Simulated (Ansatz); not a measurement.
# C2H3AsO: basis-set convergence

One table from this session's results is given with a row withheld; the runs are named, their logs left out.

The runs use Ansatz 0.2.0, Gaussian basis; one geometry, several basis sets.

Levels to be run: PBE0-D4/def2-SVP; ωB97M-V/def2-SVP; PBE0-D4/def2-QZVPP; ωB97M-V/def2-QZVPP; the functionals' def2-TZVPP values are taken from earlier runs.

### The relaxed structure

The geometry comes from an earlier relaxation with PBE0-D4 in a triple-zeta def2 set; it is a stationary point, not always the lowest conformer.

SMILES `O=C1C[AsH]1`, 7 atoms, charge 0, spin multiplicity 1.

Atoms are counted from 1 here; the program's logs count them from 0.

Bond lengths: O1–C2 1.181 Å, C2–C3 1.444 Å, C2–As4 2.015 Å, C3–As4 2.044 Å, C3–H5 1.086 Å, C3–H6 1.087 Å, As4–H7 1.525 Å. Angles: O1–C2–C3 144.4°, O1–C2–As4 145.0°, C3–C2–As4 70.3°, C2–C3–As4 68.1°, C2–C3–H5 119.2°, C2–C3–H6 115.3°, As4–C3–H5 121.6°, As4–C3–H6 110.0°, H5–C3–H6 114.7°, C2–As4–C3 41.7°, C2–As4–H7 87.5°, C3–As4–H7 92.7°.

Coordinates:

```xyz
7
C2H3AsO
O    -0.4333   -1.9150    0.5734
C    -0.3460   -0.7704    0.2972
C     0.4574    0.4187    0.4571
As   -1.0832    0.7093   -0.8544
H     1.4915    0.4072    0.1264
H     0.2789    0.9801    1.3709
H    -0.3040    0.1019   -2.0162
```

Set-up of the first run:

in.yaml reads:

```yaml
crystal:
  periodic: [false, false, false]
  atoms:
    - {symbol: O, position_ang: [-0.433281, -1.914974, 0.573399]}
    - {symbol: C, position_ang: [-0.346013, -0.770394, 0.297150]}
    - {symbol: C, position_ang: [0.457401, 0.418711, 0.457121]}
    - {symbol: As, position_ang: [-1.083242, 0.709312, -0.854388]}
    - {symbol: H, position_ang: [1.491510, 0.407195, 0.126416]}
    - {symbol: H, position_ang: [0.278936, 0.980111, 1.370859]}
    - {symbol: H, position_ang: [-0.304011, 0.101937, -2.016157]}
basis:
  gaussian: {orbitals: def2-SVP}
hamiltonian: {xc: pbe0, dispersion: d4}
output: {orbitals: {seedname: orbitals}}
```

Started as:

```bash
$ ansatz run in.yaml --threads 2 --pin off --events-out ev --progress --plain --max-ram 4352MiB
```

Among the steps run: PBE0-D4 in def2-SVP; ωB97M-V in def2-SVP; PBE0-D4 in def2-QZVPP; ωB97M-V in def2-QZVPP.

One table of the session follows, with a row left open; its other results are not shown here.

It belongs to the step «Functionals by basis». 

| functional | basis | HOMO (eV) |
| --- | --- | --- |
| PBE0-D4 | def2-SVP | -6.53 |
| PBE0-D4 | def2-TZVPP | -6.59 |
| PBE0-D4 | def2-QZVPP | -6.62 |
| ωB97M-V | def2-SVP | -8.58 |
| ωB97M-V | def2-TZVPP | -8.66 |
| ωB97M-V | def2-QZVPP | ? |

Q: Estimate the row for ωB97M-V, def2-QZVPP from the others.

As computed: HOMO (eV): -8.69. In the column «HOMO (eV)» it is the lowest.
